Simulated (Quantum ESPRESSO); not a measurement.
**Al3Au: equation of state with LDA**

Crystal: Al3Au.

```
CELL_PARAMETERS angstrom
-2.02533 2.02533 4.05660
2.02533 -2.02533 4.05660
2.02533 2.02533 -4.05660
ATOMIC_POSITIONS crystal
Au 0.00000 0.00000 0.00000
Al 0.50000 0.50000 0.00000
Al 0.25000 0.75000 0.50000
Al 0.75000 0.25000 0.50000
```

The cell comes from a database or a generator and needn't be the stable form of this composition.

```yaml
Program: Quantum ESPRESSO 7.5
Task: equation of state
Functional: LDA
Potentials_or_basis: GBRV 1.5 LDA
Cutoff: 612 eV
Density_cutoff: 4898 eV
k_mesh: 9 × 9 × 9
Occupations: fermi-dirac, width 0.05 eV
Spin: no spin polarisation
Form_of_the_LDA_correlation: PZ81
Mixing_beta: 0.5
Most_SCF_iterations: 120
SCF_threshold: 8e-10 Ry
```

```yaml
Equilibrium_volume: 15.79 Å³/atom
Bulk_modulus_at_fixed_shape_and_positions: 109 GPa
Pressure_derivative_of_the_bulk_modulus: 4.8
```

Energy against volume, from the lowest point:
```tsv
volume (Å³/atom)	energy (meV/atom)
15.642	0.00
15.974	0.22
16.307	4.88
16.640	13.47
16.973	25.55
17.306	40.72
17.638	58.59
```

All runs of the series together: 6 min on 2 threads of Arm Neoverse V1, on a shared host.

Caveat: the cell was scaled at fixed shape and fractional positions, which overstates the stiffness of a crystal with free parameters, most of all of layers and chains. The run has no spin-orbit coupling, so splittings on Au are missing.
